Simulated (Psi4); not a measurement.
**GeNH3Cl (SMILES [NH2][GeH][Cl]): a chain of runs**

Wanted: a series of 9 runs (UMP2/def2-SVP) of ClGeH3N. 

The calculation is run with Psi4 1.11.

### Step 1. Starting point

GeNH3Cl: 6 atoms, total charge 0, spin state doublet. As SMILES, `[NH2][GeH][Cl]`. Geometry: relaxed at PBE0-D4/def2-TZVP. This is one conformer, not always the lowest.

Bond lengths: N1–Ge2 1.836 Å, Ge2–Cl3 2.169 Å, N1–H4 1.011 Å, N1–H5 1.011 Å, Ge2–H6 1.560 Å. Angles: N1–Ge2–Cl3 104.1°, N1–Ge2–H6 106.5°, Cl3–Ge2–H6 107.8°, Ge2–N1–H4 115.7°, Ge2–N1–H5 115.6°, H4–N1–H5 109.9°.

### Step 2. A single-point energy at UMP2/def2-SVP (density fitting, density fitting for correlation) (run 1)

Input file input.inp:

```
memory 1600 mb

molecule {
  0 2
  N
  Ge 1 R2
  Cl 2 R3 1 A3
  H 1 R4 2 A4 3 D4
  H 1 R5 4 A5 2 D5
  H 2 R6 1 A6 5 D6

  R2 = 1.835705
  R3 = 2.169257
  A3 = 104.13985
  R4 = 1.011496
  A4 = 115.68893
  D4 = -177.96295
  R5 = 1.011063
  A5 = 109.85185
  D5 = 133.09862
  R6 = 1.55966
  A6 = 106.49585
  D6 = 165.39036
  symmetry c1
}

set basis def2-SVP
set reference uhf
set num_frozen_docc 15

energy('mp2')
```

Run with:

```
psi4 input.inp input.out -n 1
```

input.out, cut to the lines that bear on the results:

```text
[...]
  Running in c1 symmetry.
[...]
  Nuclear repulsion =  259.076766493369405
[...]
  Multiplicity = 2
[...]
  Nalpha       = 30
  Nbeta        = 29
[...]
    Number of basis functions: 79
[...]
   @DF-UHF iter   1: -2589.58033547690457   -3.41342e+00   2.61832e-02 ADIIS/DIIS
[...]
   @DF-UHF iter  16: -2590.63616775148830   -1.04592e-11   8.95482e-09 DIIS
[...]
   @S^2 Observed:                7.597819409E-01
[...]
    Orbital Energies [Eh]
    ---------------------
    Alpha Occupied:
       1A   -405.235440     2A   -104.769262     3A    -52.161144
       4A    -46.263180     5A    -46.261680     6A    -46.260675
       7A    -15.564365     8A    -10.532504     9A     -8.008194
      10A     -8.004553    11A     -8.004126    12A     -7.221797
      13A     -5.201654    14A     -5.198115    15A     -5.194801
      16A     -1.675032    17A     -1.672290    18A     -1.670798
      19A     -1.668303    20A     -1.667030    21A     -1.137754
      22A     -1.066412    23A     -0.717850    24A     -0.666137
      25A     -0.545130    26A     -0.509003    27A     -0.484894
      28A     -0.447073    29A     -0.443317    30A     -0.330357
    Alpha Virtual:
[...]
  @DF-UHF Final Energy: -2590.63616775148830
   => Energetics <=
    Nuclear Repulsion Energy =            259.0767664933694050
    One-Electron Energy =               -4122.8302222250285922
    Two-Electron Energy =                1273.1172879801711133
    Total Energy =                      -2590.6361677514883013
  UHF NO Occupations:
  HONO-2 :   28  A 1.9986693
  HONO-1 :   29  A 1.9971067
[...]
 Multipole Moments:
 ------------------------------------------------------------------------------------
     Multipole            Electronic (a.u.)      Nuclear  (a.u.)        Total (a.u.)
 ------------------------------------------------------------------------------------
 L = 1.  Multiply by 2.5417464519 to convert [e a0] to [Debye]
 Dipole X            :         -1.1417717            0.6843476           -0.4574241
 Dipole Y            :          2.5555595           -1.4991840            1.0563756
 Dipole Z            :          4.5381773           -4.9987933           -0.4606161
 Magnitude           :                                                    1.2398925
[...]
```

It took 3.6 s on 1 thread of Intel Xeon Platinum 8259CL at 2.50GHz (Skylake/Cascade Lake), shared host; peak memory 0.23 GiB.

### Step 3. The distorted shape: a single-point energy at UMP2/def2-SVP (density fitting, density fitting for correlation) (run 2)

Input file clgeh3n.in:

```
memory 1600 MB

molecule system {
  0 2
  N     -0.527015     0.445871    -0.799263
  Ge    -0.005315    -0.023029     0.897137
  Cl     1.162285    -1.828929     0.612337
  H     -0.984500     1.171200    -0.861400
  H     -0.969415    -0.286329    -1.338163
  H      0.962485     1.097071     1.388337
  units angstrom
  symmetry c1
}

set {
  reference       uhf
  num_frozen_docc 15
}

set reference uhf
set stability_analysis follow
set max_attempts 5
energy("scf/def2-SVP")
set stability_analysis none
set guess read
set guess_mix false

e, wfn = energy("mp2/def2-SVP", return_wfn=True)
```

Run with:

```
psi4 -i clgeh3n.in -o clgeh3n.out -n 1
```

clgeh3n.out, cut to the lines that bear on the results:

```text
[...]
  Running in c1 symmetry.
[...]
  Nuclear repulsion =  260.155578687997377
[...]
  Multiplicity = 2
[...]
  Nalpha       = 30
  Nbeta        = 29
[...]
    Number of basis functions: 79
[...]
   @DF-UHF iter   1: -2589.56432822007355   -3.32059e+00   2.61344e-02 DIIS/ADIIS
[...]
   @DF-UHF iter   5: -2590.60958170635149   -1.86446e-11   9.68769e-09 DIIS
[...]
   @S^2 Observed:                7.593668494E-01
[...]
    Orbital Energies [Eh]
    ---------------------
    Alpha Occupied:
       1A   -405.236481     2A   -104.769947     3A    -52.162196
       4A    -46.264240     5A    -46.262731     6A    -46.261735
       7A    -15.548067     8A    -10.533175     9A     -8.008863
      10A     -8.005229    11A     -8.004797    12A     -7.222838
      13A     -5.202700    14A     -5.199166    15A     -5.195853
      16A     -1.676031    17A     -1.673325    18A     -1.671851
      19A     -1.669365    20A     -1.668044    21A     -1.170982
      22A     -1.068421    23A     -0.728278    24A     -0.694850
      25A     -0.548463    26A     -0.510577    27A     -0.486223
      28A     -0.448479    29A     -0.444082    30A     -0.331766
    Alpha Virtual:
[...]
  @DF-UHF Final Energy: -2590.60958170635149
   => Energetics <=
    Nuclear Repulsion Energy =            260.1555786879973766
    One-Electron Energy =               -4124.7616837555979146
    Two-Electron Energy =                1273.9965233612492739
    Total Energy =                      -2590.6095817063514914
  UHF NO Occupations:
  HONO-2 :   28  A 1.9986922
  HONO-1 :   29  A 1.9972589
[...]
 Multipole Moments:
 ------------------------------------------------------------------------------------
     Multipole            Electronic (a.u.)      Nuclear  (a.u.)        Total (a.u.)
 ------------------------------------------------------------------------------------
 L = 1.  Multiply by 2.5417464519 to convert [e a0] to [Debye]
 Dipole X            :         -0.9478042           -0.0487248           -0.9965290
 Dipole Y            :          0.3288676            0.3360017            0.6648693
 Dipole Z            :          5.2555420           -5.2304546            0.0250874
 Magnitude           :                                                    1.1982281
[...]
```

Wall time 5.4 s (1 thread of Intel Xeon Platinum 8259CL at 2.50GHz (Skylake/Cascade Lake), shared host); peak memory 0.24 GiB.

Runs 3 to 5 aren't shown in full; the table further down has their settings and results.

### Step 4. The distorted shape: the energy at UMP2/def2-SVP (density fitting, density fitting for correlation) (run 6)

Input file clgeh3n.xyz:

```xyz
6
ClGeH3N
N     -0.177223    -0.108713    -0.751753
Ge     0.344477    -0.577613     0.944647
Cl     1.512077    -2.383513     0.659847
H     -0.984500     1.171200    -0.861400
H     -0.619623    -0.840913    -1.290653
H      1.312277     0.542487     1.435847
```

Input file calc.py:

```python
import psi4

psi4.set_memory('1600 MB')
psi4.set_num_threads(1)
psi4.core.set_output_file('run.log', False)

with open('clgeh3n.xyz') as f:
    atoms = ''.join(f.readlines()[2:])
mol = psi4.geometry('0 2\n' + atoms + 'symmetry c1')

psi4.set_options({
    'reference': 'uhf',
    'num_frozen_docc': 15,
    'soscf': True,
    'soscf_start_convergence': 0.001,
    'maxiter': 100,
})

psi4.set_options({'reference': 'uhf', 'stability_analysis': 'follow', 'max_attempts': 5})
psi4.energy('scf/def2-SVP')
psi4.set_options({'stability_analysis': 'none', 'guess': 'read', 'guess_mix': False})

e = psi4.energy('mp2/def2-SVP', molecule=mol)
print(f'total energy {e:.8f} hartree = {e * 27.211386:.5f} eV')
```

Run with:

```
python calc.py
```

run.log, cut to the lines that bear on the results:

```text
[...]
  Running in c1 symmetry.
[...]
  Nuclear repulsion =  256.588720264096025
[...]
  Multiplicity = 2
[...]
  Nalpha       = 30
  Nbeta        = 29
[...]
    Number of basis functions: 79
[...]
   @DF-UHF iter   1: -2589.43070488492822   -3.55765e+00   2.63412e-02 ADIIS/DIIS
[...]
   @DF-UHF iter   5: -2590.53901719343776   -1.72804e-11   1.84602e-09 SOSCF, nmicro=conv
[...]
   @S^2 Observed:                8.986610273E-01
[...]
    Orbital Energies [Eh]
    ---------------------
    Alpha Occupied:
       1A   -405.236525     2A   -104.771917     3A    -52.162346
       4A    -46.264352     5A    -46.262835     6A    -46.261808
       7A    -15.607183     8A    -10.535164     9A     -8.010934
      10A     -8.007266    11A     -8.006760    12A     -7.223041
      13A     -5.202976    14A     -5.199177    15A     -5.195955
      16A     -1.676639    17A     -1.673649    18A     -1.671835
      19A     -1.669403    20A     -1.668391    21A     -1.120823
      22A     -1.067069    23A     -0.718452    24A     -0.598203
      25A     -0.533564    26A     -0.503360    27A     -0.491515
      28A     -0.450748    29A     -0.444422    30A     -0.333046
    Alpha Virtual:
[...]
  @DF-UHF Final Energy: -2590.53901719343776
   => Energetics <=
    Nuclear Repulsion Energy =            256.5887202640960254
    One-Electron Energy =               -4117.7986269697303214
    Two-Electron Energy =                1270.6708895121964815
    Total Energy =                      -2590.5390171934377577
  UHF NO Occupations:
  HONO-2 :   28  A 1.9957936
  HONO-1 :   29  A 1.9299937
[...]
 Multipole Moments:
 ------------------------------------------------------------------------------------
     Multipole            Electronic (a.u.)      Nuclear  (a.u.)        Total (a.u.)
 ------------------------------------------------------------------------------------
 L = 1.  Multiply by 2.5417464519 to convert [e a0] to [Debye]
 Dipole X            :         -0.5942926           -0.3975861           -0.9918787
 Dipole Y            :         -0.2296760            0.8891101            0.6594341
 Dipole Z            :          5.3058705           -5.2778382            0.0280323
 Magnitude           :                                                    1.1914120
[...]
```

On the terminal:

```text
total energy -2591.05794368 hartree = -70506.27785 eV
```

It took 7.5 s on 1 thread of Intel Xeon Platinum 8259CL at 2.50GHz (Skylake/Cascade Lake), shared host; peak memory 0.24 GiB.

Runs 7 to 8 aren't shown in full; the table further down has their settings and results.

### Step 5. The distorted shape: the energy at UMP2/def2-SVP (density fitting, density fitting for correlation) (run 9)

Input file calc.inp:

```
memory 1600 mb

molecule {
  0 2
  N      0.630107    -1.388711    -0.642099
  Ge     1.151807    -1.857611     1.054301
  Cl     2.319407    -3.663511     0.769501
  H     -0.984500     1.171200    -0.861400
  H      0.187707    -2.120911    -1.180999
  H      2.119607    -0.737511     1.545501
  symmetry c1
}

set {
  basis           def2-SVP
  reference       uhf
  num_frozen_docc 15
}

set reference uhf
set stability_analysis follow
set max_attempts 5
energy("scf")
set stability_analysis none
set guess read
set guess_mix false

e_tot, wfn = energy("mp2", return_wfn=True)
print_variables()
```

Run with:

```
psi4 -i calc.inp -o calc.out -n 1
```

calc.out, cut to the lines that bear on the results:

```text
[...]
  Running in c1 symmetry.
[...]
  Nuclear repulsion =  252.855819247448579
[...]
  Multiplicity = 2
[...]
  Nalpha       = 30
  Nbeta        = 29
[...]
    Number of basis functions: 79
[...]
   @DF-UHF iter   1: -2589.06336710351616   -3.38169e+00   2.64877e-02 ADIIS/DIIS
[...]
   @DF-UHF iter   5: -2590.50335102369172   -5.00222e-12   5.70595e-09 DIIS
[...]
   @S^2 Observed:                1.645627127E+00
[...]
    Orbital Energies [Eh]
    ---------------------
    Alpha Occupied:
       1A   -405.249213     2A   -104.781622     3A    -52.176267
       4A    -46.278065     5A    -46.276807     6A    -46.276579
       7A    -15.596521     8A    -10.544725     9A     -8.019330
      10A     -8.016822    11A     -8.015600    12A     -7.232705
      13A     -5.213797    14A     -5.210728    15A     -5.207233
      16A     -1.690112    17A     -1.687424    18A     -1.684220
      19A     -1.682492    20A     -1.680986    21A     -1.134362
      22A     -1.069706    23A     -0.698112    24A     -0.577355
      25A     -0.528987    26A     -0.510851    27A     -0.487923
      28A     -0.465395    29A     -0.455899    30A     -0.435564
    Alpha Virtual:
[...]
  @DF-UHF Final Energy: -2590.50335102369172
   => Energetics <=
    Nuclear Repulsion Energy =            252.8558192474485793
    One-Electron Energy =               -4109.6408796345585870
    Two-Electron Energy =                1266.2817093634184857
    Total Energy =                      -2590.5033510236917209
  UHF NO Occupations:
  HONO-2 :   28  A 1.9976003
  HONO-1 :   29  A 1.3396398
[...]
 Multipole Moments:
 ------------------------------------------------------------------------------------
     Multipole            Electronic (a.u.)      Nuclear  (a.u.)        Total (a.u.)
 ------------------------------------------------------------------------------------
 L = 1.  Multiply by 2.5417464519 to convert [e a0] to [Debye]
 Dipole X            :          0.6536958           -1.2027681           -0.5490723
 Dipole Y            :         -2.1349757            2.1657026            0.0307268
 Dipole Z            :          5.7726339           -5.3872005            0.3854335
 Magnitude           :                                                    0.6715531
[...]
```

Run time: 7.2 s. Hardware: 1 thread of Intel Xeon Platinum 8259CL at 2.50GHz (Skylake/Cascade Lake), shared host; peak memory 0.24 GiB.

### Step 6. Overview of the runs

```csv
run,level,start,soscf,partner,energy (Eh),HOMO energy (eV),LUMO energy (eV),correlation energy (mEh),wall time
1,"UMP2/def2-SVP (density fitting, density fitting for correlation)",–,–,base,-2591.152387,-8.99,0.87,-516.2,3.6 s
2,"UMP2/def2-SVP (density fitting, density fitting for correlation)",stable UHF solution,–,N1–H4 0.86 Å,-2591.122217,-9.03,0.84,-512.6,5.4 s
3,"UMP2/def2-SVP (density fitting, density fitting for correlation)",stable UHF solution,–,N1–H4 1.16 Å,-2591.139110,-8.97,0.89,-519.8,5.4 s
4,"UMP2/def2-SVP (density fitting, density fitting for correlation)",stable UHF solution,–,N1–H4 1.31 Å,-2591.110025,-8.97,0.91,-523.3,5.7 s
5,UMP2/def2-SVP (density fitting),stable UHF solution,–,N1–H4 1.52 Å,not converged,–,–,–,7.2 s
6,"UMP2/def2-SVP (density fitting, density fitting for correlation)",stable UHF solution,yes,N1–H4 1.52 Å,-2591.057944,-9.06,0.91,-518.9,7.5 s
7,"UMP2/def2-SVP (density fitting, density fitting for correlation)",stable UHF solution,–,N1–H4 1.82 Å,-2590.990275,-9.30,0.63,-486.0,6.9 s
8,"UMP2/def2-SVP (density fitting, density fitting for correlation)",stable UHF solution,–,N1–H4 2.23 Å,-2590.970109,-9.43,0.28,-474.4,5.7 s
9,"UMP2/def2-SVP (density fitting, density fitting for correlation)",stable UHF solution,–,N1–H4 3.03 Å,-2590.979090,-9.83,0.29,-475.7,7.2 s
```

### Step 7. Summary of results

| quantity | value |
| --- | --- |
| distorted shape, run 9: total energy | -2590.97909 Eh |
| distorted shape, run 9: HOMO energy (Hartree–Fock orbitals) (highest over α and β) | -9.83 eV |
| distorted shape, run 9: LUMO energy (Hartree–Fock orbitals) (lowest over α and β) | 0.29 eV |
| distorted shape, run 9: correlation energy (15 core orbitals frozen) | -475.7 mEh |
| distorted shape, run 9: ⟨S²⟩ of the reference determinant | 1.646 |
| energy change with the N1–H4 bond stretched from 1.011 to 1.315 Å | 1.153 eV |
| energy change with the N1–H4 bond stretched from 1.011 to 1.163 Å | 0.361 eV |
| energy change with the N1–H4 bond stretched from 1.011 to 2.225 Å | 4.960 eV |
| energy change with the N1–H4 bond stretched from 1.011 to 3.035 Å | 4.716 eV |
| energy change with the N1–H4 bond shortened from 1.011 to 0.860 Å | 0.821 eV |
| energy change with the N1–H4 bond stretched from 1.011 to 1.517 Å | 2.570 eV |
| energy change with the N1–H4 bond stretched from 1.011 to 1.821 Å | 4.411 eV |

**Reading.** With the N1–H4 bond stretched from 1.011 to 1.315 Å the energy rises by 1.15 eV (27 kcal/mol). The first shape isn't relaxed at this level, so the change isn't measured from a minimum. With the N1–H4 bond stretched from 1.011 to 1.163 Å the energy rises by 0.36 eV (8.3 kcal/mol). With the N1–H4 bond stretched from 1.011 to 2.225 Å the energy rises by 4.96 eV (479 kJ/mol). With the N1–H4 bond stretched from 1.011 to 3.035 Å the energy rises by 4.72 eV (455 kJ/mol). With the N1–H4 bond shortened from 1.011 to 0.860 Å the energy rises by 0.82 eV (18.9 kcal/mol). With the N1–H4 bond stretched from 1.011 to 1.517 Å the energy rises by 2.57 eV (59 kcal/mol). The lowest energy is that of run 1; the highest lies 4.960 eV above it. Spin contamination of the reference: run 8 ⟨S²⟩ = 1.70, run 9 ⟨S²⟩ = 1.65, run 7 ⟨S²⟩ = 1.48, run 6 ⟨S²⟩ = 0.90. Where it is this large, the reference is a mixture of spin states, and values that rest on it are in doubt. All runs together took 55 s, the longest 7.5 s. 1 of the 9 runs did not end normally.
